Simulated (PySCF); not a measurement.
**Ti(OH)₂: relaxation and vibrations of the triplet**

Where does triplet Ti(OH)₂ go from a PBE minimum start, is the end point a minimum, and what are its modes, charges and moments?

Program: PySCF 2.14.0. Level of theory: PBE, basis Ti def2-SVP, O def2-SVP, H def2-SVP, no relativity, density fitting. These are calculated values, not measurements.

### Step 1. Where the work starts

5 atoms, charge 0, spin multiplicity 3.

Bond lengths: Ti1–O2 1.801 Å, Ti1–O3 1.801 Å, O2–H4 0.968 Å, O3–H5 0.968 Å. Angles: O2–Ti1–O3 151.5°, Ti1–O2–H4 159.1°, Ti1–O3–H5 159.1°.

Z-matrix (Å, degrees; charge 0 multiplicity 3):
```
Ti
O  1 1.8005
O  1 1.8005 2 151.49
H  2 0.9680 1 159.10 3 0.00
H  3 0.9680 1 159.10 2 0.00
```

### Step 2. The SCF at the typed geometry

The steps below are one call of a driver around PySCF. For each, scf.py gives the equivalent set-up of the SCF; relaxations use the driver's own optimiser. After this first run the driver tries any further starts and a stability analysis.

The input, scf.py:

```python
from pyscf import gto, scf, dft
mol = gto.M(atom='''
Ti     0.000007     0.000024    -0.161308
O      1.705005    -0.371849     0.282095
O     -1.705028     0.371766     0.282064
H      2.478249    -0.540556     0.839434
H     -2.478318     0.540307     0.839389''',
    basis={'Ti': 'def2-SVP', 'O': 'def2-SVP', 'H': 'def2-SVP'},
    charge=0, spin=2)
mf = dft.UKS(mol, xc='PBE')
mf.grids.atom_grid = (50, 194)
aux = {'Ti': 'def2-universal-JKFIT', 'O': 'def2-universal-JKFIT', 'H': 'def2-universal-JKFIT'}
mf = mf.density_fit(auxbasis=aux)
mf.conv_tol = 1e-08
mf.diis_space = 10
mf.max_cycle = 60
mf.init_guess = 'minao'
mf.verbose = 4
mf.kernel()
```

The run is started by

```console
$ OMP_NUM_THREADS=2 python axn.py task.json out
```

Standard output:

```text
init E= -1000.47491884283
[... the frontier-level lines of each cycle are left out ...]
cycle= 1 E= -1000.25623280888  delta_E= 0.219  |g|= 0.884  |ddm|= 2.01
cycle= 2 E= -994.189561357052  delta_E= 6.07  |g|=  3.7  |ddm|= 2.59
cycle= 3 E= -999.889753695026  delta_E= -5.7  |g|= 0.833  |ddm|= 4.31
cycle= 4 E= -1000.03311565577  delta_E= -0.143  |g|= 1.03  |ddm|= 4.13
cycle= 5 E= -1000.39679949932  delta_E= -0.364  |g|= 0.573  |ddm|= 0.95
cycle= 6 E= -1000.53020029084  delta_E= -0.133  |g|= 0.244  |ddm|= 0.414
cycle= 7 E= -1000.56230974866  delta_E= -0.0321  |g|= 0.0447  |ddm|= 0.229
cycle= 8 E= -1000.56345895875  delta_E= -0.00115  |g|= 0.00767  |ddm|= 0.0701
cycle= 9 E= -1000.56349151091  delta_E= -3.26e-05  |g|= 0.00295  |ddm|= 0.018
cycle= 10 E= -1000.5634955322  delta_E= -4.02e-06  |g|= 0.000726  |ddm|= 0.00273
cycle= 11 E= -1000.56349593563  delta_E= -4.03e-07  |g|= 0.000417  |ddm|= 0.00254
cycle= 12 E= -1000.56349595506  delta_E= -1.94e-08  |g|= 0.00049  |ddm|= 0.00112
cycle= 13 E= -1000.56349605659  delta_E= -1.02e-07  |g|= 6.08e-05  |ddm|= 0.000372
cycle= 14 E= -1000.56349605914  delta_E= -2.55e-09  |g|= 9.32e-06  |ddm|= 0.00016
Extra cycle  E= -1000.56349605916  delta_E= -1.84e-11  |g|= 1e-05  |ddm|= 2.48e-05
converged SCF energy = -1000.56349605916  <S^2> = 2.006925  2S+1 = 3.0046131
```

This step, with its further starts and checks, ran for 28 s (2 threads of Arm Neoverse N1, shared host).

Energies from each starting density:

```
                      start   energy (Eh)
    the minimal-basis guess  -1000.563496
a thermally smeared density  -1000.563496
      a smeared PBE density  -1000.563361
```

The test of internal stability and the other starts found no lower solution of this spin.

### Step 3. Relaxing the triplet from the PBE minimum start

The program finds C2v symmetry in the start, which this walk keeps. The walk stops when the largest gradient is under 0.0003 Eh/bohr and the energy has settled too.

scf.py, as its differences from that of step 2:

```diff
@@ -3,5 +3,5 @@
-Ti     0.000007     0.000024    -0.161308
-O      1.705005    -0.371849     0.282095
-O     -1.705028     0.371766     0.282064
-H      2.478249    -0.540556     0.839434
-H     -2.478318     0.540307     0.839389''',
+Ti     0.000008     0.000029    -0.197685
+O      1.705006    -0.371844     0.245718
+O     -1.705027     0.371771     0.245687
+H      2.478250    -0.540551     0.803057
+H     -2.478317     0.540312     0.803012''',
@@ -17 +16,0 @@
-mf.init_guess = 'minao'
```

Energy and gradient, step by step:

```
step   energy (Eh)  change (kJ/mol)  largest symmetric gradient (Eh/bohr)
   0  -1000.563496             0.00                               0.00043
   1  -1000.563498             0.00                               0.00039
   2  -1000.563513            -0.04                               0.00035
   3  -1000.563514            -0.05                               0.00023
```

The walk took 9.3 s.

Geometry (Å) and forces (eV/Å) at some steps:

```
step 0
Ti   0.000   0.000  -0.198   0.000   0.000  -0.022
O    1.705  -0.372   0.246  -0.001   0.010   0.012
O   -1.705   0.372   0.246   0.001  -0.010   0.012
H    2.478  -0.541   0.803  -0.002   0.001  -0.001
H   -2.478   0.540   0.803   0.002  -0.001  -0.001
step 1
Ti   0.000   0.000  -0.199   0.001   0.000  -0.020
O    1.705  -0.372   0.246  -0.003   0.011   0.009
O   -1.705   0.372   0.246   0.003  -0.011   0.009
H    2.477  -0.540   0.804  -0.001   0.000   0.001
H   -2.477   0.540   0.804   0.000   0.000   0.001
step 2
Ti   0.000   0.000  -0.233  -0.001   0.000   0.018
O    1.695  -0.370   0.247   0.002   0.011  -0.016
O   -1.695   0.369   0.247  -0.002  -0.011  -0.015
H    2.458  -0.536   0.819  -0.008   0.002   0.007
H   -2.458   0.536   0.819   0.009  -0.002   0.006
step 3
Ti   0.000   0.000  -0.231   0.000   0.000   0.010
O    1.695  -0.370   0.247   0.007   0.010  -0.012
O   -1.695   0.370   0.247  -0.007  -0.010  -0.012
H    2.458  -0.536   0.819  -0.006   0.002   0.007
H   -2.458   0.536   0.819   0.006  -0.002   0.007
```

It settles in C2v symmetry, 0.0 kJ/mol below the start, after 3 steps: O–H 0.968 Å (×2), Ti–O 1.799 Å (×2); H–O–Ti 159.2° (×2), O–Ti–O 149.2°.

### Step 4. Frequencies

The point is checked on the finer grid, and tightened if its gradient asks for it. The Hessian and the dipole derivatives come from central differences of analytic gradients, with steps of 0.02 bohr.

scf.py, as its differences from that of step 3:

```diff
@@ -3,5 +3,5 @@
-Ti     0.000008     0.000029    -0.197685
-O      1.705006    -0.371844     0.245718
-O     -1.705027     0.371771     0.245687
-H      2.478250    -0.540551     0.803057
-H     -2.478317     0.540312     0.803012''',
+Ti     0.000007     0.000026    -0.177537
+O      1.705187    -0.371887     0.264930
+O     -1.705209     0.371808     0.264899
+H      2.479115    -0.540742     0.821262
+H     -2.479183     0.540498     0.821217''',
@@ -11 +11 @@
-mf.grids.atom_grid = (50, 194)
+mf.grids.atom_grid = (75, 302)
@@ -14 +14 @@
-mf.conv_tol = 1e-08
+mf.conv_tol = 1e-10
```

The driver hands on the density of the step before, so the log starts near convergence.

Log of the central SCF (cycles and frontier levels):

```text
init E= -1000.56368552613
[... the frontier-level lines of each cycle are left out ...]
cycle= 1 E= -1000.56368552609  delta_E= 3.98e-11  |g|= 9.82e-06  |ddm|= 1.22e-05
Extra cycle  E= -1000.56368552558  delta_E= 5.07e-10  |g|= 3.37e-05  |ddm|= 3.73e-05
converged SCF energy = -1000.56368552558  <S^2> = 2.0069174  2S+1 = 3.0046081
```

The whole step took 1.8 min.

Geometry: C2v; O–H 0.968 Å (×2), Ti–O 1.800 Å (×2); H–O–Ti 159.1° (×2), O–Ti–O 151.5°.

Modes, for the most abundant isotopes:

```
symmetry  ω (cm⁻¹)  IR (km/mol)
      a1        97          5.2
      a1       392          112
      b1       400          139
      a2       410          0.0
      b2       419          109
      a1       702         25.3
      b2       797          203
      b2      3836          280
      a1      3840         70.3
```

All wavenumbers are real: a minimum.

Properties at this point:

* Dipole moment: 1.22 D
* Highest occupied level: -3.25 eV
* Lowest empty level: -2.39 eV
* Rotational constants: 3.316, 0.1527, 0.146 cm⁻¹
* Zero-point energy: 65.2 kJ/mol
* Principal polarisabilities: 37.0, 44.0, 51.1 bohr³
* Atomisation energy without zero-point energy: 1960 kJ/mol
* Principal traceless quadrupole moments about the centre of mass: -4.17, -0.36, 4.53 D Å
* Entropy at 298.15 K and 1 bar (electronic part: spin only): 294.4 J/(mol K)
* Heat capacity Cp at 298.15 K: 72.0 J/(mol K)
* Enthalpy at 298.15 K above 0 K: 15.56 kJ/mol
* Rotational symmetry number: 2
* Spin squared ⟨S²⟩: 2.007

Populations by atom (charges in e):

```tsv
atom	Mulliken	Löwdin	polar tensor	spin (Mulliken)	Mayer order to Ti1
Ti1	0.57	0.16	0.85	2.12	–
O2,3	-0.47	-0.16	-0.73	-0.05	1.19
H4,5	0.18	0.08	0.31	-0.01	0.02
```

Mulliken populations on Ti1: s 6.69, p 12.35, d 2.36, f 0.03.

### Step 5. Results

| quantity | value |
| --- | --- |
| minimum | triplet, C2v |
| geometry | O–H 0.968 Å (×2), Ti–O 1.800 Å (×2); H–O–Ti 159.1° (×2), O–Ti–O 151.5° |
| wavenumbers (cm⁻¹) | 97 (a1), 392 (a1), 400 (b1), 410 (a2), 419 (b2), 702 (a1), 797 (b2), 3836 (b2), 3840 (a1) |
| dipole moment | 1.22 D |
| highest occupied, lowest empty level (either spin) | -3.25, -2.39 eV |
| polar-tensor charge of Ti1 | +0.85 e |
| zero-point energy | 65.2 kJ/mol |
| entropy at 298.15 K | 294.4 J/(mol K) |
| atomisation energy (no zero-point energy) | 1960 kJ/mol |
| ⟨S²⟩ | 2.007 |

In words: The PBE minimum start keeps its C2v symmetry and ends in a minimum. The strongest infrared band lies at 3836 cm⁻¹ (b2). Most of the spin sits on Ti1 (Mulliken spin 2.12, against 2 for the whole molecule). Only this shape and spin were tried, so other structures or states may lie lower. One determinant may miss the lowest occupation of an open d or f shell.

The search up to here took 2.4 min.
